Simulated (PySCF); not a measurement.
# Cl₃HOSi: fields and orbitals

Aim: take Cl₃HOSi and analyse its density (charges, bond critical points, surface potential), see where an electron leaves and enters and measure its response to a uniform field.

The runs use PySCF 2.14.0; levels as typed in each script, gas phase, geometry from GFN2-xTB.

## (1) Starting geometry

SMILES `O[Si](Cl)(Cl)Cl`, 6 atoms, charge 0, spin multiplicity 1.

Bond lengths: O1–Si2 1.618 Å, O1–H6 0.956 Å, Si2–Cl3 2.017 Å, Si2–Cl4 2.016 Å, Si2–Cl5 1.993 Å. Angles: Si2–O1–H6 124.8°, O1–Si2–Cl3 110.1°, O1–Si2–Cl4 110.1°, O1–Si2–Cl5 103.8°, Cl3–Si2–Cl4 109.2°, Cl3–Si2–Cl5 111.7°, Cl4–Si2–Cl5 111.8°.

Geometry (Å):

```
O    -0.1659    0.0038   -1.8336
Si   -0.0188    0.0006   -0.2227
Cl    0.9612   -1.6556    0.3805
Cl    1.0015    1.6313    0.3821
Cl   -1.9025    0.0221    0.4276
H     0.5656   -0.0035   -2.4484
```

## (2) Density, bond paths and surface potential (PBE0/def2-tzvp)

File input.py:

```python
import numpy as np
from pyscf import gto, scf, dft
from pyscf.scf import atom_ks, atom_hf
from scipy.linalg import block_diag

def solve(mol, dm0=None, hcore=None):
    mf = (dft.UKS if mol.spin else dft.RKS)(mol, xc='pbe0')
    mf.grids.level = 3
    mf = mf.density_fit(auxbasis='def2-universal-jkfit')
    mf.conv_tol, mf.max_cycle = 1e-8, 80
    if hcore is not None:
        mf.get_hcore = lambda *args: hcore
    mf.kernel(dm0)
    if not mf.converged:
        mf = mf.newton().run(mf.mo_coeff, mf.mo_occ, max_cycle=30)
    assert mf.converged, 'SCF not converged'
    return mf

mol = gto.M(atom='''
O     -0.16588     0.00384    -1.83360
Si    -0.01877     0.00064    -0.22271
Cl     0.96121    -1.65556     0.38050
Cl     1.00153     1.63132     0.38215
Cl    -1.90249     0.02211     0.42765
H      0.56559    -0.00349    -2.44844
''', basis='def2-tzvp', charge=0, spin=0, verbose=4)
mf = solve(mol)
mf.analyze()
# spherically averaged free atoms, for the promolecule
atm = atom_ks.get_atm_nrks(mol, xc='pbe0')
pro = block_diag(*[(atm[a[0]][2] * atm[a[0]][3]) @ atm[a[0]][2].T for a in mol._atom])
np.savez('result.npz', e=mf.e_tot, c=mf.mo_coeff, occ=mf.mo_occ, eps=mf.mo_energy, pro=pro, dip=mf.dip_moment(verbose=0), s2=mf.spin_square()[0])
```

Started as:

```
OMP_NUM_THREADS=1 python input.py
```

## (4) Removing and adding an electron (PBE0/def2-tzvp)

File input.py:

```python
import numpy as np
from pyscf import gto, scf, dft
from pyscf.scf import atom_ks, atom_hf
from scipy.linalg import block_diag

def solve(mol, dm0=None, hcore=None):
    mf = (dft.UKS if mol.spin else dft.RKS)(mol, xc='pbe0')
    mf.grids.level = 3
    mf = mf.density_fit(auxbasis='def2-universal-jkfit')
    mf.conv_tol, mf.max_cycle = 1e-8, 80
    if hcore is not None:
        mf.get_hcore = lambda *args: hcore
    mf.kernel(dm0)
    if not mf.converged:
        mf = mf.newton().run(mf.mo_coeff, mf.mo_occ, max_cycle=30)
    assert mf.converged, 'SCF not converged'
    return mf

mol = gto.M(atom='''
O     -0.16588     0.00384    -1.83360
Si    -0.01877     0.00064    -0.22271
Cl     0.96121    -1.65556     0.38050
Cl     1.00153     1.63132     0.38215
Cl    -1.90249     0.02211     0.42765
H      0.56559    -0.00349    -2.44844
''', basis='def2-tzvp', charge=0, spin=0, verbose=4)
mf = solve(mol)
out = dict(e0=mf.e_tot, dm0=mf.make_rdm1(), c=mf.mo_coeff, occ=mf.mo_occ, eps=mf.mo_energy)
for name, dq, spin in [('cation', 1, 1)]:
    ion = mol.copy().set(charge=mol.charge + dq, spin=spin).build()
    mi = solve(ion)
    if spin and dq > 0 and mol.nao < 130:
        c, _, stable, _ = mi.stability(return_status=True)
        if not stable:
            mi = solve(ion, mi.make_rdm1(c, mi.mo_occ))
    print(name, 'vertical energy change / eV', (mi.e_tot - mf.e_tot) * 27.211386)
    out.update({'e_' + name: mi.e_tot, 'dm_' + name: mi.make_rdm1(), 's2_' + name: mi.spin_square()[0], 'eps_' + name: mi.mo_energy, 'occ_' + name: mi.mo_occ})
# spherically averaged free atoms, for the promolecule
atm = atom_ks.get_atm_nrks(mol, xc='pbe0')
pro = block_diag(*[(atm[a[0]][2] * atm[a[0]][3]) @ atm[a[0]][2].T for a in mol._atom])
np.savez('result.npz', pro=pro, **out)
```

## (6) Response to an electric field (PBE0/def2-tzvp)

input.py: that of step 4 with these lines changed.

```diff
@@ -26,13 +26,10 @@
 ''', basis='def2-tzvp', charge=0, spin=0, verbose=4)
+field = np.array([0.004, 0.0, 0.0])  # atomic units
+mol.set_common_orig(mol.atom_charges() @ mol.atom_coords() / mol.atom_charges().sum())
 mf = solve(mol)
-out = dict(e0=mf.e_tot, dm0=mf.make_rdm1(), c=mf.mo_coeff, occ=mf.mo_occ, eps=mf.mo_energy)
-for name, dq, spin in [('cation', 1, 1)]:
-    ion = mol.copy().set(charge=mol.charge + dq, spin=spin).build()
-    mi = solve(ion)
-    if spin and dq > 0 and mol.nao < 130:
-        c, _, stable, _ = mi.stability(return_status=True)
-        if not stable:
-            mi = solve(ion, mi.make_rdm1(c, mi.mo_occ))
-    print(name, 'vertical energy change / eV', (mi.e_tot - mf.e_tot) * 27.211386)
-    out.update({'e_' + name: mi.e_tot, 'dm_' + name: mi.make_rdm1(), 's2_' + name: mi.spin_square()[0], 'eps_' + name: mi.mo_energy, 'occ_' + name: mi.mo_occ})
+out = dict(dm0=mf.make_rdm1(), d0=mf.dip_moment(unit='AU'), e0=mf.e_tot)
+for name, sign in (('p', 1), ('m', -1)):
+    h = mf.get_hcore() + sign * np.einsum('x,xij->ij', field, mol.intor('int1e_r'))
+    mi = solve(mol, mf.make_rdm1(), h)
+    out.update({'dm' + name: mi.make_rdm1(), 'd' + name: mi.dip_moment(unit='AU'), 'e' + name: mi.e_tot})
 # spherically averaged free atoms, for the promolecule
```

(Steps that only read results are left out.)

Before running it: what results should come out? Wanted: dipole moment; HOMO, LUMO; vertical ionisation energy; polarisability along the field.

As calculated:

| quantity | value |
| --- | --- |
| dipole moment (PBE0/def2-tzvp) | 1.57 D |
| HOMO, LUMO (PBE0/def2-tzvp) | -9.35, 0.08 eV |
| vertical ionisation energy (PBE0/def2-tzvp) | 11.42 eV |
| polarisability along the field (PBE0/def2-tzvp) | 62.4 bohr³ |

In words: At PBE0/def2-tzvp: The highest Hirshfeld charge is on Si2 (+0.38 e), the lowest on O1 (−0.30 e). The ionisation energy from two SCF runs, 11.42 eV, lies 2.1 eV above −ε(HOMO) = 9.35 eV of the same level, PBE0/def2-tzvp, since self-interaction lifts this functional's HOMO. All values hold at the given geometry, in the gas phase.
